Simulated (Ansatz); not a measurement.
# Zn3SeO6: the cost of one run

Computed with Ansatz 0.2.0 (DFT PBE, scalar-relativistic, plane waves, PAW, unless a step's input says otherwise).

### Step 1. Starting point

The structure is cubic, space group Fm-3m (No. 225). Conventional cell: a = 7.848 Å, b = 7.848 Å, c = 7.848 Å, α = 90.00°, β = 90.00°, γ = 90.00°. Zn (site symmetry -43m) is surrounded by 12 O at 2.78 Å. Zn (site symmetry m-3m) has 6 O at 2.17 Å as nearest neighbours. Se (site symmetry m-3m) is surrounded by 6 O at 1.75 Å. O (site symmetry 4mm) has 1 Se at 1.75 Å and 1 Zn at 2.17 Å as nearest neighbours.

Structure file:

```cif
data_structure
_symmetry_space_group_name_H-M 'P 1'
_symmetry_Int_Tables_number 1
_cell_length_a 5.5494
_cell_length_b 5.5494
_cell_length_c 5.5494
_cell_angle_alpha 60.000
_cell_angle_beta 60.000
_cell_angle_gamma 60.000
_cell_volume 120.84
loop_
_atom_site_label
_atom_site_type_symbol
_atom_site_fract_x
_atom_site_fract_y
_atom_site_fract_z
_atom_site_occupancy
Zn1 Zn 0.25000 0.25000 0.25000 1
Zn2 Zn 0.75000 0.75000 0.75000 1
Zn3 Zn 0.50000 0.50000 0.50000 1
Se1 Se 0.00000 0.00000 0.00000 1
O1 O 0.77650 0.22350 0.22350 1
O2 O 0.22350 0.77650 0.77650 1
O3 O 0.22350 0.77650 0.22350 1
O4 O 0.77650 0.22350 0.77650 1
O5 O 0.22350 0.22350 0.77650 1
O6 O 0.77650 0.77650 0.22350 1
```

The cell is invented: species swapped into a database cell of Rb3TmF6 (Fm-3m, No. 225), with Zn on the Rb sites, Se on the Tm sites and O on the F sites. The dimensions are guesses.

### Step 2. The guess as it stands, on a coarse mesh

Input file input.yaml:

```yaml
crystal:
  lattice:
    - [0.0, 3.92399448, 3.92399448]
    - [3.92399448, 0.0, 3.92399448]
    - [3.92399448, 3.92399448, 0.0]
  atoms:
    - { symbol: Zn, position: [0.25, 0.25, 0.25] }
    - { symbol: Zn, position: [0.75, 0.75, 0.75] }
    - { symbol: Zn, position: [0.5, 0.5, 0.5] }
    - { symbol: Se, position: [0.0, 0.0, 0.0] }
    - { symbol: O, position: [0.77649616, 0.22350384, 0.22350384] }
    - { symbol: O, position: [0.22350384, 0.77649616, 0.77649616] }
    - { symbol: O, position: [0.22350384, 0.77649616, 0.22350384] }
    - { symbol: O, position: [0.77649616, 0.22350384, 0.77649616] }
    - { symbol: O, position: [0.22350384, 0.22350384, 0.77649616] }
    - { symbol: O, position: [0.77649616, 0.77649616, 0.22350384] }
basis:
  ecutwfc: 420
kpoints:
  mp_grid: { grid: [4, 4, 4] }
hamiltonian:
  xc: pbe
scf:
  occupations: { method: gaussian, width: 0.1 }
  lower_state_search: "off"
output:
  forces: true
  stress: true
  eigenvalues: true
```

Command:

```
$ ansatz run input.yaml --threads 1 --pin off --max-ram 2048MiB --backend cpu --events-out ev --progress --plain --runs-dir out
```

**Question.** How long does this run take on 1 thread of Arm Neoverse V1, shared host, and how much memory does it need?

About 3.8 s, with a peak of 0.4 GiB.
